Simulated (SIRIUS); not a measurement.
Wanted: the native input for a SIRIUS 7.10.0 run.

```yaml
Task: single point
Functional: PBEsol
Potentials_or_basis: PseudoDojo 0.4.1 PBEsol standard (scalar relativistic)
Cutoff: 1102 eV
Density_cutoff: 4408 eV
k_mesh: 7 × 7 × 7
Occupations: fermi-dirac, width 0.05 eV
Spin: no spin polarisation
Libxc_names: "[\"XC_GGA_X_PBE_SOL\", \"XC_GGA_C_PBE_SOL\"]"
Energy_tol: 1e-08 Ha
Density_tol: 1e-06
Mixer: anderson
Mixing_beta: 0.7
Max_scf: 100
Radial_cutoff_for_the_potentials'_integrals: 6.5 bohr
```

Crystal: GaGe3.

```xyz
4
Lattice="0.0000 3.3872 3.3872 3.3872 0.0000 3.3872 3.3872 3.3872 0.0000" Properties=species:S:1:pos:R:3 pbc="T T T"
Ge    3.3872    3.3872    3.3872
Ge    5.0808    5.0808    5.0808
Ge    1.6936    1.6936    1.6936
Ga    0.0000    0.0000    0.0000
```

The cell comes from a database or a generator and needn't be the stable form of this composition.

The input as run:

sirius.json

```json
{
  "control": {
    "processing_unit": "cpu",
    "verbosity": 2,
    "num_bands_to_print": 38,
    "print_forces": true,
    "print_stress": true
  },
  "parameters": {
    "electronic_structure_method": "pseudopotential",
    "xc_functionals": ["XC_GGA_X_PBE_SOL", "XC_GGA_C_PBE_SOL"],
    "gk_cutoff": 9.0,
    "pw_cutoff": 18.0,
    "ngridk": [7, 7, 7],
    "shiftk": [0, 0, 0],
    "smearing": "fermi_dirac",
    "smearing_width": 0.0018374661,
    "num_bands": 38,
    "num_mag_dims": 0,
    "num_dft_iter": 100,
    "energy_tol": 1e-08,
    "density_tol": 1e-06
  },
  "iterative_solver": {
    "type": "davidson",
    "min_tolerance": 1e-09,
    "tolerance_scale": [0.1, 0.25]
  },
  "mixer": {
    "type": "anderson",
    "beta": 0.7,
    "max_history": 8
  },
  "settings": {
    "tol_ne": 1e-10,
    "pseudo_grid_cutoff": 6.5
  },
  "unit_cell": {
    "lattice_vectors": [
      [0.0, 0.707106781187, 0.707106781187],
      [0.707106781187, 0.0, 0.707106781187],
      [0.707106781187, 0.707106781187, 0.0]
    ],
    "lattice_vectors_scale": 9.0521235812,
    "atom_coordinate_units": "lattice",
    "atom_types": ["Ge", "Ga"],
    "atom_files": {
      "Ga": "Ga.json",
      "Ge": "Ge.json"
    },
    "atoms": {
      "Ge": [
        [0.5, 0.5, 0.5],
        [0.75, 0.75, 0.75],
        [0.25, 0.25, 0.25]
      ],
      "Ga": [
        [0.0, 0.0, 0.0]
      ]
    }
  }
}
```

Potentials or basis: PseudoDojo 0.4.1 PBEsol standard (scalar relativistic).

The run is started by

```bash
$ upf_to_json Ga.upf
$ upf_to_json Ge.upf
$ OMP_NUM_THREADS=1 sirius.scf --input=sirius.json --output=out.json --task=0
```

Results of the run:

The pressure is -3.9 GPa and the band gap on the k mesh is none (metal or under the smearing width).

Wall time 2.2 min on 1 thread of Arm Neoverse V1, on a shared host, peak memory 0.6 GiB.
